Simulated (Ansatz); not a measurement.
**CHBrO: geometry and frequencies at several levels**

The task here is to estimate one member of a computed series from the others.

Method: the levels named in each step, in Ansatz 0.2.0.

## Starting point

Bond lengths: C2–O3 1.124 Å, Br1–H4 1.410 Å.

As a file:

```xyz
4

Br   -0.1601    0.3644    1.0164
C     0.2428   -0.7984   -2.3327
O     0.6238   -1.2173   -3.3042
H    -0.1066   -0.0494   -0.3307
```

The first run:

The input, input.yaml:

```yaml
crystal:
  periodic: [false, false, false]
  atoms:
    - { symbol: Br, position_ang: [-0.16006, 0.36438, 1.01641] }
    - { symbol: C, position_ang: [0.24282, -0.79842, -2.33265] }
    - { symbol: O, position_ang: [0.6238, -1.21733, -3.30417] }
    - { symbol: H, position_ang: [-0.10659, -0.04938, -0.33066] }
basis:
  gaussian: { orbitals: def2-SVP }
hamiltonian:
  xc: pbe
  dispersion: d4
relax:
  f_tol: 0.03
  max_steps: 200
```

Run with:

```bash
$ ansatz run input.yaml --threads 2 --pin off --max-ram 5120MiB --backend cpu --events-out ev --progress --plain --runs-dir out
```

Among the steps run: A rough first relaxation, PBE-D4/def2-SVP; Relaxation, PBE0-D4/def2-TZVPP; Frequencies, PBE0-D4/def2-TZVPP; Relaxation, PBE-D4/def2-TZVPP; Frequencies, PBE-D4/def2-TZVPP; Relaxation, r2SCAN-D4/def2-TZVPP; Frequencies, r2SCAN-D4/def2-TZVPP; Relaxation, B3LYP-D4/def2-TZVPP; Frequencies, B3LYP-D4/def2-TZVPP; Relaxation, B2PLYP/def2-TZVPP; Frequencies, B2PLYP/def2-TZVPP.

One of the session's tables, all rows but one given; the rest of the session is left out.

It belongs to the step «Geometries side by side». 

```
               level  C2–O3 (Å)  rotational constants (MHz)  dipole (D)  highest frequency (cm⁻¹)
  PBE0-D4/def2-TZVPP     1.1214                      1231.6        1.66                      2594
   PBE-D4/def2-TZVPP     1.1344                      1262.1        1.83                      2466
r2SCAN-D4/def2-TZVPP     1.1256                      1205.9        1.71                      2575
 B3LYP-D4/def2-TZVPP          ?                           ?           ?                         ?
   B2PLYP/def2-TZVPP     1.1286                      1169.6        1.57                      2629
```

**Question.** Estimate the row for B3LYP-D4/def2-TZVPP.

As computed: C2–O3 (Å): 1.1231; rotational constants (MHz): 1200.1; dipole (D): 1.56; highest frequency (cm⁻¹): 2568. In the column «C2–O3 (Å)» it lies between PBE0-D4/def2-TZVPP (1.1214) and r2SCAN-D4/def2-TZVPP (1.1256).
